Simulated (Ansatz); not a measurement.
Relaxation of a periodic cell of 17 atoms, Si₁₆B (host Si, host structure diamond, interstitial B), to a largest force component of 0.08 eV/Å in at most 25 steps.

The calculation used Ansatz 0.2.0, DFT PBE-D3(BJ), scalar-relativistic, plane waves, PAW. Settings: PAW set soft_1, cutoff 420 eV, k mesh 2x2x2, fermi-dirac smearing 0.02 eV, spin collinear.

```xyz
17
Lattice="0.0000 5.4300 5.4300 5.4300 0.0000 5.4300 5.4300 5.4300 0.0000" Properties=species:S:1:pos:R:3
Si 0.000 0.000 0.000
Si 1.357 1.357 1.357
Si 2.715 2.715 0.000
Si 4.072 4.072 1.357
Si 2.715 0.000 2.715
Si 4.072 1.357 4.072
Si 5.430 2.715 2.715
Si 6.787 4.072 4.072
Si 0.000 2.715 2.715
Si 1.357 4.072 4.072
Si 2.715 5.430 2.715
Si 4.072 6.787 4.072
Si 2.715 2.715 5.430
Si 4.072 4.072 6.787
Si 5.430 5.430 5.430
Si 6.787 6.787 6.787
B 6.089 8.842 6.104
```

**Question.** Where does it end, and by what steps?

**Answer.** The run converged. Limits of this set-up: a small cell, in which the defect meets its images. After 2 steps the energy has fallen by 0.147 eV; Si1 moved furthest, 0.05 Å.

```tsv
step	energy less start (eV)	largest force component (eV/Å)	accepted
0	0.0000	0.527	yes
1	-0.1400	0.128	yes
2	-0.1472	0.032	yes
```

```xyz
17
Lattice="0.0000 5.4300 5.4300 5.4300 0.0000 5.4300 5.4300 5.4300 0.0000" Properties=species:S:1:pos:R:3
Si 0.036 0.009 0.035
Si 1.367 1.371 1.369
Si 2.702 2.706 -0.011
Si 4.064 4.037 1.324
Si 2.693 -0.021 2.693
Si 4.048 1.332 4.048
Si 5.465 2.746 2.722
Si 6.795 4.084 4.082
Si -0.012 2.708 2.704
Si 1.326 4.037 4.065
Si 2.741 5.455 2.740
Si 4.094 6.810 4.094
Si 2.721 2.745 5.463
Si 4.080 4.083 6.795
Si 5.420 5.423 5.422
Si 6.757 6.782 6.756
B 6.092 8.836 6.103
```

Whether the end is a true minimum wasn't checked by a vibrational analysis.

The run took 27 s on 1 thread of Intel(R) Xeon(R) 6975P-C (Granite Rapids) (shared host), peak memory 0.68 GiB.
